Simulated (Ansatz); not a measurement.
# GeH5 (doublet): wave-function methods side by side at distance Ge1–H5 along a hydrogen transfer = 2.193 Å, cc-pVTZ

Aim: climb from Hartree-Fock through coupled cluster and multireference methods for GeH5 (doublet) at one geometry and basis, and see what each rung misses.

Computed with Ansatz 0.2.0, Gaussian basis. Level: cc-pVTZ, core rule «outside noble gas», up to 14 orbitals frozen.

Plan: UHF; CCSD(T) on ROHF; CCSD(T) on UHF; BCCD(T) on ROHF; CISD; CCSDT(Q) on ROHF; CCSDT(Q) on UHF; CASSCF and NEVPT2, 3 electrons in 3 orbitals; CASSCF and NEVPT2, 9 electrons in 9 orbitals.

## 1. The geometry

The geometry derives from fragments relaxed apart (PBE0/def2-TZVP) and kept rigid, so it is no stationary point. A hydrogen atom is moved between rigid fragments. No spin-orbit coupling is included. The filled d shell of Ge may be among the frozen orbitals whatever the setting's name suggests; the logs give the count.

6 atoms, charge 0, spin multiplicity 2.

Atoms are counted from 1 here; the program's logs count them from 0.

Bond lengths: Ge1–H2 1.534 Å, Ge1–H3 1.534 Å, Ge1–H4 1.534 Å, H5–H6 0.745 Å. Angles: H2–Ge1–H3 109.5°, H2–Ge1–H4 109.5°, H3–Ge1–H4 109.5°.

## 2. UHF

File in.yaml:

```yaml
crystal:
  periodic: [false, false, false]
  atoms:
    - {symbol: Ge, position_ang: [-0.046669, 0.000000, 0.000000]}
    - {symbol: H, position_ang: [-0.558119, 1.446599, 0.000000]}
    - {symbol: H, position_ang: [-0.558118, -0.723300, 1.252791]}
    - {symbol: H, position_ang: [-0.558119, -0.723299, -1.252792]}
    - {symbol: H, position_ang: [2.146331, 0.000000, 0.000000]}
    - {symbol: H, position_ang: [2.891331, 0.000000, 0.000000]}
basis:
  gaussian: {orbitals: cc-pVTZ}
magnetization: {spin_polarized: true, initial_magnetization: 1}
hamiltonian: {xc: hf}
output: {orbitals: {seedname: orbitals}}
```

Started as:

```sh
> ansatz run in.yaml --threads 1 --pin off --events-out ev --progress --plain --max-ram 2816MiB --backend cpu
```

The runs that follow: CCSD(T) on ROHF; CCSD(T) on UHF; BCCD(T) on ROHF; CISD; CCSDT(Q) on ROHF; CCSDT(Q) on UHF; CASSCF and NEVPT2, 3 electrons in 3 orbitals; CASSCF and NEVPT2, 9 electrons in 9 orbitals.

Before running them: what should the planned runs give, taken together? Wanted: UCCSDT(Q) below the RHF energy; RMP2 from UCCSDT(Q); UMP2 from UCCSDT(Q); RCCSD from UCCSDT(Q); RCCSD(T) from UCCSDT(Q); UCCSD(T) from UCCSDT(Q); RCCSDT(Q) from UCCSDT(Q); NEVPT2 pair from UCCSDT(Q); NEVPT2 valence from UCCSDT(Q).

The runs gave:

```
                         quantity                                                   value
   UCCSDT(Q) below the RHF energy                                              -5.1501 eV
              RMP2 from UCCSDT(Q)                                            +98.2 kJ/mol
              UMP2 from UCCSDT(Q)                                            +97.6 kJ/mol
             RCCSD from UCCSDT(Q)                                            +12.9 kJ/mol
          RCCSD(T) from UCCSDT(Q)                                             +2.8 kJ/mol
          UCCSD(T) from UCCSDT(Q)                                             +2.3 kJ/mol
         RCCSDT(Q) from UCCSDT(Q)                                             +0.5 kJ/mol
       NEVPT2 pair from UCCSDT(Q)                                            +97.9 kJ/mol
    NEVPT2 valence from UCCSDT(Q)                                            +93.5 kJ/mol
levels within 1 kcal/mol (43 meV)  RCCSD(T), UCCSD(T), BCCD(T), RCCSDT, UCCSDT, RCCSDT(Q)
                    T1 diagnostic                                                   0.017
   effectively unpaired electrons                                                    1.02
```

**Reading.** RCCSD(T) lands +2.8 kJ/mol from the yardstick (0.6 % of the correlation energy). One determinant dominates. Of the multireference levels listed NEVPT2 valence comes nearest in total energy (+93.5 kJ/mol), which doesn't show that its space is the better one. These misses are within one basis, not against nature; the frozen cores of restricted and unrestricted runs differ, which can shift their rows.
